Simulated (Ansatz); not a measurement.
# CH₅B₂N: taking an electron away

An exercise on one series of results from a longer session: the logs are not shown, and one member is left open.

Computed with Ansatz 0.2.0, Gaussian basis. Level: unrestricted cation, the program's frozen cores in correlated methods.

Plan: UKS PBE-D4/def2-TZVPP; UKS r2SCAN-D4/def2-TZVPP; UKS PBE0-D4/def2-TZVPP; UKS B3LYP-D4/def2-TZVPP; UKS wB97X-V/def2-TZVPP; UKS wB97M-V/def2-TZVPP; UKS B2PLYP/def2-TZVPP; UHF-CCSD(T)/def2-TZVPP; UHF-MP2/def2-QZVPP; extrapolation to the limit; then −ε(HOMO) from the neutral's earlier runs with LDA (SPW92), PBE-D4, revPBE-D4, BLYP-D4, r2SCAN-D4, B97M-V, PBE0-D4, B3LYP-D4, r2SCANh-D4, r2SCAN0-D4, HSE06-D4, BHLYP-D4, CAM-B3LYP-D4, LC-ωPBE, ωB97X-V, ωB97M-V.

### Structure used throughout

The geometry comes from an earlier relaxation with PBE0-D4 in a triple-zeta def2 set; it is a stationary point, not always the lowest conformer.

SMILES `BB1CN1`, 9 atoms, charge 0, spin multiplicity 1.

Atoms are counted from 1 here; the program's logs count them from 0.

Bond lengths: B1–B2 1.632 Å, B1–H5 1.198 Å, B1–H6 1.197 Å, B2–C3 1.590 Å, B2–N4 1.356 Å, C3–N4 1.443 Å, C3–H7 1.088 Å, C3–H8 1.090 Å, N4–H9 1.003 Å. Angles: B2–B1–H5 121.0°, B2–B1–H6 122.0°, H5–B1–H6 116.8°, B1–B2–C3 146.8°, B1–B2–N4 155.1°, C3–B2–N4 58.0°, B2–C3–N4 52.8°, B2–C3–H7 121.4°, B2–C3–H8 118.9°, N4–C3–H7 116.7°, N4–C3–H8 118.4°, H7–C3–H8 114.6°, B2–N4–C3 69.2°, B2–N4–H9 148.3°, C3–N4–H9 134.0°.

Coordinates:

```xyz
9
CH5B2N
B    -0.72751    1.32782   -0.99444
B    -0.16641    0.19736    0.04102
C     0.57531   -1.19846    0.21176
N     0.14258   -0.30758    1.26058
H     0.01800    2.09820   -1.52896
H    -1.87911    1.37701   -1.31816
H     0.03941   -2.14095    0.11916
H     1.64070   -1.25940   -0.01013
H     0.44543   -0.14029    2.20218
```

The first run:

Contents of in.yaml:

```yaml
crystal:
  periodic: [false, false, false]
  atoms:
    - {symbol: B, position_ang: [-0.727506, 1.327817, -0.994444]}
    - {symbol: B, position_ang: [-0.166410, 0.197357, 0.041015]}
    - {symbol: C, position_ang: [0.575308, -1.198465, 0.211761]}
    - {symbol: N, position_ang: [0.142575, -0.307577, 1.260579]}
    - {symbol: H, position_ang: [0.017997, 2.098196, -1.528961]}
    - {symbol: H, position_ang: [-1.879106, 1.377010, -1.318164]}
    - {symbol: H, position_ang: [0.039412, -2.140951, 0.119158]}
    - {symbol: H, position_ang: [1.640699, -1.259397, -0.010126]}
    - {symbol: H, position_ang: [0.445429, -0.140289, 2.202183]}
basis:
  gaussian: {orbitals: def2-TZVPP}
total_charge: 1
magnetization: {spin_polarized: true, initial_magnetization: 1}
hamiltonian: {xc: pbe, dispersion: d4}
```

Among the steps run: Cation, UKS PBE-D4/def2-TZVPP; Cation, UKS r2SCAN-D4/def2-TZVPP; Cation, UKS PBE0-D4/def2-TZVPP; Cation, UKS B3LYP-D4/def2-TZVPP; Cation, UKS wB97X-V/def2-TZVPP; Cation, UKS wB97M-V/def2-TZVPP; Cation, UKS B2PLYP (frozen core)/def2-TZVPP; Cation, UHF-CCSD(T)/def2-TZVPP; Cation, UHF-MP2/def2-QZVPP.

One of the session's tables, all rows but one given; the rest of the session is left out.

Orbital estimates, from the neutral's runs:

| functional | −ε(HOMO) (eV) |
| --- | --- |
| LDA (SPW92) | 6.46 |
| PBE-D4 | 6.32 |
| revPBE-D4 | 6.26 |
| BLYP-D4 | 6.18 |
| r2SCAN-D4 | 6.49 |
| B97M-V | 6.55 |
| PBE0-D4 | 7.50 |
| B3LYP-D4 | 7.29 |
| r2SCANh-D4 | 6.94 |
| r2SCAN0-D4 | 7.63 |
| HSE06-D4 | 7.10 |
| BHLYP-D4 | 8.58 |
| CAM-B3LYP-D4 | 8.85 |
| LC-ωPBE | 10.21 |
| ωB97X-V | ? |
| ωB97M-V | 9.73 |

Q: Estimate the row for ωB97X-V from the others.

As computed: −ε(HOMO) (eV): 9.83. In the column «−ε(HOMO) (eV)» it lies between ωB97M-V (9.73) and LC-ωPBE (10.21).
